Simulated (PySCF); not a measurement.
# MgBeH2Cl2, a complex of two parts: interaction energy

What interaction energy should one expect for `[BeH2]` with `[Cl][Mg][Cl]`?

Computed with PySCF 2.14.0; each step states its level. No surroundings beyond the atoms listed, unless a continuum is named. Atoms count from 0, parts from 1.

## 1. Starting point

6 atoms, charge 0, multiplicity 1; geometry: GFN2-xTB. Parts: 1 = atoms 0–2, `[BeH2]`, charge 0; 2 = atoms 3–5, `[Cl][Mg][Cl]`, charge 0.

## 2. Relaxing the molecule at PBE0-D3(BJ)/def2-SVPD

The job: settings as JSON, then the geometry in Å.

```
{"job": {"xc": "PBE0", "basis": "def2-SVPD", "d3": "d3bj", "grid": 2, "kind": "geom", "shake": 0.01}, "charge": 0, "multiplicity": 1, "parts": [{"atoms": "0-2", "charge": 0, "multiplicity": 1}, {"atoms": "3-5", "charge": 0, "multiplicity": 1}]}
Be    -0.347938    -0.340181    -0.089177
H     -0.242505    -0.727421     1.131556
H      0.442404     0.631940    -0.828744
Cl    -0.814638     1.161343    -4.431222
Mg    -0.520296     0.574756    -2.426781
Cl    -1.783543    -0.899411    -1.263504
```

Launch:

```bash
> OMP_NUM_THREADS=1 python cluster_run.py task.json out
```

The driver reads the jobs from task.json and runs them one after another.

**Question.** The jobs that follow are: CCSD(T)/aug-cc-pVDZ and MP2/aug-cc-pVTZ counterpoise interaction energy, frozen core, gas phase. Predict: point group; rotational constants (main isotopes); interaction energy, CCSD(T) limit estimate; MP2/aug-cc-pVTZ; T1 diagnostic.

**Answer**, as computed:

| quantity | value |
| --- | --- |
| point group | Cs |
| rotational constants (main isotopes) | 11.54, 1.33, 1.19 GHz |
| interaction energy, CCSD(T) limit estimate | -55.49 kcal/mol |
| MP2/aug-cc-pVTZ | -55.27 kcal/mol |
| T1 diagnostic | 0.0074 |

**Reading.** The optimisation took 12 steps and gained 0.264 eV; among the bonded pairs, Be0–Cl5 changed most, from 1.937 to 2.054 Å. The interaction energy leaves out the deformation of the parts, 24.77 kcal/mol at MP2. So large a deformation means that a part is far from its own minimum, so a sum across the two methods would be rough. The estimate adds CCSD(T) less MP2 in the small basis (+0.72 kcal/mol) to extrapolated MP2. Hartree-Fock gives -50.08 against -55.49 kcal/mol. Tight-binding geometries are rough for metal atoms; that holds for every run here that uses one unrelaxed.
